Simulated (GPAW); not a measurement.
# GaGe (F-43m) in GPAW: convergence with plane-wave cutoff (eV)

Aim: find how far plane-wave cutoff (eV) must go before the results for GaGe settle, at PBE. This setting moves, with any that are tied to it; all else stays.

All numbers are computed with GPAW 26.7.0; they aren't measurements. Logs are shortened: lines on timing, memory, paths and dates and some standing lists are left out, and cuts for length are marked. The log counts tension as positive stress, the text compression.

## 1. The structure

Symmetry: F-43m, No. 216, cubic system. Conventional cell: a = 5.796 Å, b = 5.796 Å, c = 5.796 Å, α = 90.00°, β = 90.00°, γ = 90.00°. Ge (site symmetry -43m) has 4 Ga at 2.51 Å as nearest neighbours. Ga (site symmetry -43m) is surrounded by 4 Ge at 2.51 Å.

The cell comes from a database or a generator and needn't be the stable form of this composition.

## 2. With plane-wave cutoff (eV) 200

run.py

```python
from ase.dft.bandgap import bandgap
from ase.io import read, write
from ase.units import GPa
from gpaw import GPAW, PW

atoms = read('POSCAR')

calc = GPAW(mode=PW(200),
            xc='PBE',
            kpts={'size': (8, 8, 8), 'gamma': True},
            occupations={'name': 'fermi-dirac', 'width': 0.05},
            nbands=11,
            convergence={'density': 1e-05, 'energy': 1e-05},
            maxiter=100,
            txt='gpaw.txt')
atoms.calc = calc
energy = atoms.get_potential_energy()
forces = atoms.get_forces()
stress = atoms.get_stress()
calc.write('gs.gpw')
write('result.traj', atoms)
print(f'Energy: {energy:.6f} eV')
print('Forces (eV/A):')
print(forces.round(4))
print('Stress (GPa):', (stress / GPa).round(3))
print('Fermi level:', round(calc.get_fermi_level(), 4), 'eV')
print(f'Gap: {bandgap(calc)[0]:.4f} eV, direct: {bandgap(calc, direct=True)[0]:.4f} eV')
```

POSCAR

```
GaGe
1.0
    0.0000000000      2.8978440000      2.8978440000
    2.8978440000      0.0000000000      2.8978440000
    2.8978440000      2.8978440000      0.0000000000
Ge Ga
1 1
Direct
    0.0000000000      0.0000000000      0.0000000000
    0.2500000000      0.2500000000      0.2500000000
```

Potentials or basis: GPAW PAW data sets (gpaw-data 1.2.1), pw.

Command:

```bash
OMP_NUM_THREADS=1 python run.py
```

It took 3.7 s on 1 thread of Arm Neoverse V1, shared host; peak memory 0.11 GiB.

Results:

- Free energy: -7.0593 eV
- Pressure: 0.8 GPa
- Band gap on the k mesh: none (metal or under the smearing width)

## 3. With plane-wave cutoff (eV) 250

run.py: that of step 2 with these lines changed.

```diff
@@ -7,3 +7,3 @@
 
-calc = GPAW(mode=PW(200),
+calc = GPAW(mode=PW(250),
             xc='PBE',
```

POSCAR is that of step 2.

Potentials or basis: GPAW PAW data sets (gpaw-data 1.2.1), pw.

Command:

```bash
OMP_NUM_THREADS=1 python run.py
```

Run time: 3.9 s. Hardware: 1 thread of Arm Neoverse V1, shared host; peak memory 0.12 GiB.

Results:

* Free energy: -7.0696 eV
* Pressure: 0.8 GPa
* Band gap on the k mesh: none (metal or under the smearing width)

## 4. With plane-wave cutoff (eV) 300

run.py: that of step 3 with these lines changed.

```diff
@@ -7,3 +7,3 @@
 
-calc = GPAW(mode=PW(250),
+calc = GPAW(mode=PW(300),
             xc='PBE',
```

POSCAR is that of step 3.

Command:

```bash
OMP_NUM_THREADS=1 python run.py
```

Run time: 6 s. Hardware: 1 thread of Arm Neoverse V1, shared host; peak memory 0.12 GiB.

What came out:

| Quantity | Value |
| --- | --- |
| Free energy | -7.0735 eV |
| Pressure | 0.8 GPa |
| Band gap on the k mesh | none (metal or under the smearing width) |

## 5. With plane-wave cutoff (eV) 350

run.py: that of step 4 with these lines changed.

```diff
@@ -7,3 +7,3 @@
 
-calc = GPAW(mode=PW(300),
+calc = GPAW(mode=PW(350),
             xc='PBE',
```

POSCAR is that of step 4.

Command:

```bash
OMP_NUM_THREADS=1 python run.py
```

Run time: 6.2 s. Hardware: 1 thread of Arm Neoverse V1, shared host; peak memory 0.12 GiB.

Results:

- Free energy: -7.0741 eV
- Pressure: 0.8 GPa
- Band gap on the k mesh: none (metal or under the smearing width)

## 6. With plane-wave cutoff (eV) 400

run.py: that of step 5 with these lines changed.

```diff
@@ -7,3 +7,3 @@
 
-calc = GPAW(mode=PW(350),
+calc = GPAW(mode=PW(400),
             xc='PBE',
```

POSCAR is that of step 5.

Potentials or basis: GPAW PAW data sets (gpaw-data 1.2.1), pw.

Command:

```bash
OMP_NUM_THREADS=1 python run.py
```

Wall time 5.7 s (1 thread of Arm Neoverse V1, shared host); peak memory 0.13 GiB.

What came out:

* Free energy: -7.0752 eV
* Pressure: 0.8 GPa
* Band gap on the k mesh: none (metal or under the smearing width)

## 7. With plane-wave cutoff (eV) 500

run.py: that of step 6 with these lines changed.

```diff
@@ -7,3 +7,3 @@
 
-calc = GPAW(mode=PW(400),
+calc = GPAW(mode=PW(500),
             xc='PBE',
```

POSCAR is that of step 6.

Command:

```bash
OMP_NUM_THREADS=1 python run.py
```

Run time: 10 s. Hardware: 1 thread of Arm Neoverse V1, shared host; peak memory 0.14 GiB.

It converged, with:

* Free energy: -7.0771 eV
* Pressure: 0.8 GPa
* Band gap on the k mesh: none (metal or under the smearing width)

## 8. With plane-wave cutoff (eV) 600

run.py: that of step 7 with these lines changed.

```diff
@@ -7,3 +7,3 @@
 
-calc = GPAW(mode=PW(500),
+calc = GPAW(mode=PW(600),
             xc='PBE',
```

POSCAR is that of step 7.

Command:

```bash
OMP_NUM_THREADS=1 python run.py
```

Run time: 10 s. Hardware: 1 thread of Arm Neoverse V1, shared host; peak memory 0.14 GiB.

It converged, with:

| Quantity | Value |
| --- | --- |
| Free energy | -7.0783 eV |
| Pressure | 0.8 GPa |
| Band gap on the k mesh | none (metal or under the smearing width) |

## 9. With plane-wave cutoff (eV) 800

run.py: that of step 8 with these lines changed.

```diff
@@ -7,3 +7,3 @@
 
-calc = GPAW(mode=PW(600),
+calc = GPAW(mode=PW(800),
             xc='PBE',
```

POSCAR is that of step 8.

Potentials or basis: GPAW PAW data sets (gpaw-data 1.2.1), pw.

Command:

```bash
OMP_NUM_THREADS=1 python run.py
```

It took 15 s on 1 thread of Arm Neoverse V1, shared host; peak memory 0.16 GiB.

The run converged. Its results:

| Quantity | Value |
| --- | --- |
| Free energy | -7.0802 eV |
| Pressure | 0.8 GPa |
| Band gap on the k mesh | none (metal or under the smearing width) |

## 10. With plane-wave cutoff (eV) 1000

run.py: that of step 9 with these lines changed.

```diff
@@ -7,3 +7,3 @@
 
-calc = GPAW(mode=PW(800),
+calc = GPAW(mode=PW(1000),
             xc='PBE',
```

POSCAR is that of step 9.

Potentials or basis: GPAW PAW data sets (gpaw-data 1.2.1), pw.

Command:

```bash
OMP_NUM_THREADS=1 python run.py
```

gpaw.txt:

```text
__  _  _
 | _ |_)|_||  |
 |__||  | ||/\| - 26.7.0

Input parameters:
  mode=PW(ecut=1000.0),
  convergence={'density': 1e-05, 'energy': 1e-05},
  kpts=MonkhorstPack(size=(8, 8, 8), gamma=True),
  maxiter=100,
  nbands=11,
  occupations=Occupations(name='fermi-dirac', width=0.05),
  xc=XC(name='PBE')

Diagonalizing LCAO Hamiltonian
Converting LCAO to pw mode

           Ga

       Ge

Atoms  # Å, Bohr magnetons
|   | symbol |        x |        y |        z |    initial magnetic moments |
|---|--------|----------|----------|----------|-----------------------------|
| 0 |     Ge | 0.000000 | 0.000000 | 0.000000 | ( 0.0000,  0.0000,  0.0000) |
| 1 |     Ga | 1.448922 | 1.448922 | 1.448922 | ( 0.0000,  0.0000,  0.0000) |

Unit cell  # Å
| periodic |        x |        y |        z |  lengths |    angles |
|----------|----------|----------|----------|----------|-----------|
|      yes | 0.000000 | 2.897844 | 2.897844 | 4.098170 | 60.000000 |
|      yes | 2.897844 | 0.000000 | 2.897844 | 4.098170 | 60.000000 |
|      yes | 2.897844 | 2.897844 | 0.000000 | 4.098170 | 60.000000 |

Number of symmetries: 24
Symmetry operations  # r_c * U_cc + t_c -> r_c
|    | kind |            matrix            |
|----|------|------------------------------|
|  0 |  E   |  1, 0, 0,  0, 1, 0,  0, 0, 1 |
|  1 |  σ   |  1, 0, 0,  0, 0, 1,  0, 1, 0 |
|  2 |  σ   |  1, 0,-1,  0, 1,-1,  0, 0,-1 |
|  3 |  C3  |  1, 0,-1,  0, 0,-1,  0, 1,-1 |
|  4 |  C3  |  1,-1, 0,  0,-1, 1,  0,-1, 0 |
|  5 |  σ   |  1,-1, 0,  0,-1, 0,  0,-1, 1 |
|  6 |  σ   |  0, 1, 0,  1, 0, 0,  0, 0, 1 |
|  7 |  C3  |  0, 1, 0,  0, 0, 1,  1, 0, 0 |
|  8 |  C2  |  0, 1,-1,  1, 0,-1,  0, 0,-1 |
|  9 |  S4  |  0, 1,-1,  0, 0,-1,  1, 0,-1 |
| 10 |  C3  |  0, 0, 1,  1, 0, 0,  0, 1, 0 |
| 11 |  σ   |  0, 0, 1,  0, 1, 0,  1, 0, 0 |
| 12 |  S4  |  0, 0,-1,  1, 0,-1,  0, 1,-1 |
| 13 |  C3  |  0, 0,-1,  0, 1,-1,  1, 0,-1 |
| 14 |  S4  |  0,-1, 1,  1,-1, 0,  0,-1, 0 |
| 15 |  C2  |  0,-1, 1,  0,-1, 0,  1,-1, 0 |
| 16 |  C3  |  0,-1, 0,  1,-1, 0,  0,-1, 1 |
| 17 |  S4  |  0,-1, 0,  0,-1, 1,  1,-1, 0 |
| 18 |  S4  | -1, 1, 0, -1, 0, 1, -1, 0, 0 |
| 19 |  C3  | -1, 1, 0, -1, 0, 0, -1, 0, 1 |
| 20 |  C3  | -1, 0, 1, -1, 1, 0, -1, 0, 0 |
[... 114 lines left out ...]
  Backstep threshold: 4.0
  History deletion threshold: 6.0
  Fourier metric: weight=20.0, sigma=0.015

occupation numbers:
  Fermi-Dirac:
    width: 0.0500  # eV

poisson solver:
  ecut: 8000.0  # eV

xc functional:
  name: PBE with 2 nearest neighbor stencil

convergence criteria:
- Maximum integral of absolute [dens]ity change: 1e-05 electrons / valence electron
- Maximum [total energy] change in last 3 cyles: 1e-05 eV / valence electron
- Maximum integral of absolute [eigenst]ate change: 4e-08 eV^2 / valence electron
maximum number of iterations: 100

SCF iterations
|iter     | |      energy | eigst |  dens |
|---------|-|-------------|-------|-------|
|iter:   1| |   -7.065500 | -0.54 |       |
|iter:   2| |   -7.067171 | -2.90 | -1.01 |
|iter:   3| |   -7.074891 | -3.14 | -1.04 |
|iter:   4| |   -7.076432 | -3.98 | -1.57 |
|iter:   5| |   -7.076509 | -5.50 | -2.53 |
|iter:   6| |   -7.076528 | -6.40 | -2.92 |
|iter:   7| |   -7.076528c| -8.21c| -4.11 |
|iter:   8| |   -7.076528c| -8.16c| -4.79 |
|iter:   9| |   -7.076528c| -8.73c| -5.42c|

Converged in 9 steps
Energy contributions relative to reference atoms: (reference = -109982.309381)

Energy contributions:
  Kinetic:          20.137453
  Coulomb:         -17.711613
  Zero:              0.021571
  External:          0.000000
  Xc:               -9.519676
  Entropy:          -0.008526
  Spinorbit:         0.000000
  ----------------------------
  Free energy:      -7.080791
  Extrapolated:     -7.076528

dipole moment: (-21.879484, -21.879484, -21.879484)  # |e|*Ang

Fermi level: 3.780
Eigenvalues  # (at kpt = [0.000, 0.000, 0.000])
| band index |      eig [eV] | occ [0-2] |
|------------|---------------|-----------|
|          0 |        -6.735 |     2.000 |
|          1 |         5.469 |     0.000 |
|          2 |         5.469 |     0.000 |
|          3 |         5.469 |     0.000 |
|          4 |         5.909 |     0.000 |
|          5 |         8.165 |     0.000 |
|          6 |         8.165 |     0.000 |
|          7 |         8.165 |     0.000 |
|          8 |        11.506 |     0.000 |
|        ... |               |           |
|         10 |        14.381 |     0.000 |

No gap
No difference between direct/indirect transitions

Forces  # eV/Ang
|        x |       y |        z |
|----------|---------|----------|
|  0.00000 | 0.00000 |  0.00000 |  # Ge   0
| -0.00000 | 0.00000 | -0.00000 |  # Ga   1

Stress tensor  # eV/Ang^3
|         x |         y |         z |
|-----------|-----------|-----------|
| -0.005105 |  0.000000 |  0.000000 |
|  0.000000 | -0.005105 |  0.000000 |
|  0.000000 |  0.000000 | -0.005105 |

# Writing to gs.gpw (mode='')
```

Wall time 20 s (1 thread of Arm Neoverse V1, shared host); peak memory 0.19 GiB.

What came out:

- Free energy: -7.0808 eV
- Pressure: 0.8 GPa
- Band gap on the k mesh: none (metal or under the smearing width)

## 11. The series at a glance

| plane-wave cutoff (eV) | energy less the tightest run, at zero smearing (meV/atom) | pressure (GPa) | SCF cycles | CPU time (s) | peak memory (GiB) |
| --- | --- | --- | --- | --- | --- |
| 200 | 10.73 | 0.79 | 9 | 3.7 | 0.11 |
| 250 | 5.59 | 0.78 | 9 | 3.9 | 0.12 |
| 300 | 3.64 | 0.83 | 9 | 6 | 0.12 |
| 350 | 3.35 | 0.82 | 9 | 6.2 | 0.12 |
| 400 | 2.80 | 0.81 | 9 | 5.7 | 0.13 |
| 500 | 1.83 | 0.82 | 9 | 10 | 0.14 |
| 600 | 1.25 | 0.81 | 9 | 10 | 0.14 |
| 800 | 0.30 | 0.81 | 9 | 15 | 0.16 |
| 1000 | 0.00 | 0.82 | 9 | 20 | 0.19 |

Against the tightest run, the energy stays within 1 meV/atom from 800 on; the pressure stays within 0.1 GPa from 200 on. The tightest run that finished is the yardstick and may itself not be fully converged.
